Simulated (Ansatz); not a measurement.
# BaSbPt: a single-point run

Aim: a sound single-point run of BaSbPt. The structure is shown as the input types it.

Method: DFT, LDA, all-electron PAW with datasets made for the crystal, scalar-relativistic, in Ansatz 0.2.0.

1 further run of the same task is left out (it didn't finish).

## (1) The starting structure

It takes space group P-6m2 (No. 187, hexagonal). Conventional cell: a = 4.568 Å, b = 4.568 Å, c = 4.986 Å, α = 90.00°, β = 90.00°, γ = 120.00°. Ba (site symmetry -6m2) is surrounded by 6 Sb at 3.63 Å and 6 Pt at 3.63 Å. Sb (site symmetry -6m2) is surrounded by 3 Pt at 2.64 Å. Around Pt (site symmetry -6m2) lie 3 Sb at 2.64 Å.

Coordinates:

```cif
data_structure
_symmetry_space_group_name_H-M 'P 1'
_symmetry_Int_Tables_number 1
_cell_length_a 4.5680
_cell_length_b 4.5680
_cell_length_c 4.9864
_cell_angle_alpha 90.000
_cell_angle_beta 90.000
_cell_angle_gamma 120.000
_cell_volume 90.11
loop_
_atom_site_label
_atom_site_type_symbol
_atom_site_fract_x
_atom_site_fract_y
_atom_site_fract_z
_atom_site_occupancy
Ba1 Ba 0.00000 0.00000 0.00000 1
Sb1 Sb 0.66667 0.33333 0.50000 1
Pt1 Pt 0.33333 0.66667 0.50000 1
```

## (2) Running it

input.yaml

```yaml
crystal:
  lattice:
    - [4.5679976171, 0.0, 0.0]
    - [-2.2839988085, 3.9560019808, 0.0]
    - [0.0, 0.0, 4.98640666]
  atoms:
    - { symbol: Ba, position: [0.0, 0.0, 0.0] }
    - { symbol: Sb, position: [0.6666666667, 0.3333333333, 0.5] }
    - { symbol: Pt, position: [0.3333333333, 0.6666666667, 0.5] }
kpoints:
  mp_grid: { grid: [8, 7, 8] }
  band_path:
    path:
      - [0.0, 0.0, 0.0]
      - [0.5, 0.0, 0.0]
      - [0.3333333333, 0.3333333333, 0.0]
      - [0.0, 0.0, 0.0]
      - [0.0, 0.0, 0.5]
      - [0.5, 0.0, 0.5]
      - [0.3333333333, 0.3333333333, 0.5]
      - [0.0, 0.0, 0.5]
      - [0.5, 0.0, 0.5]
    npoints: 8
scf:
  occupations: { method: fermi_dirac, width: 0.05 }
  max_iter: 50
hamiltonian:
  xc: lda
  pseudopotentials: { kind: all_electron, datasets: crystal }
output:
  forces: true
  stress: true
  eigenvalues: true
  efg: { contact_densities: true }
```

On the command line:

```bash
$ ansatz run input.yaml --threads 1 --pin off --max-ram 4096MiB --backend cpu --events-out ev --progress --plain --runs-dir out
```

What happens when this is run?

The run converged and reported no error, with warnings (crystal datasets made, gradients without spin orbit, symmetry narrowed by mesh). Its log warns: «crystal.symmetry: narrowed to the stabiliser of the k-point mesh — unitary ops 12 → 2; excluded 10 operations that carry a point of the 8×7×8 mesh (shift [0, 0 ...»

In the input, kpoints.mp_grid.grid is [8, 7, 8]. Unequal divisions along equivalent axes break the crystal's symmetry in the sampling.

Run again and compare: set kpoints.mp_grid.grid to [8, 8, 7].
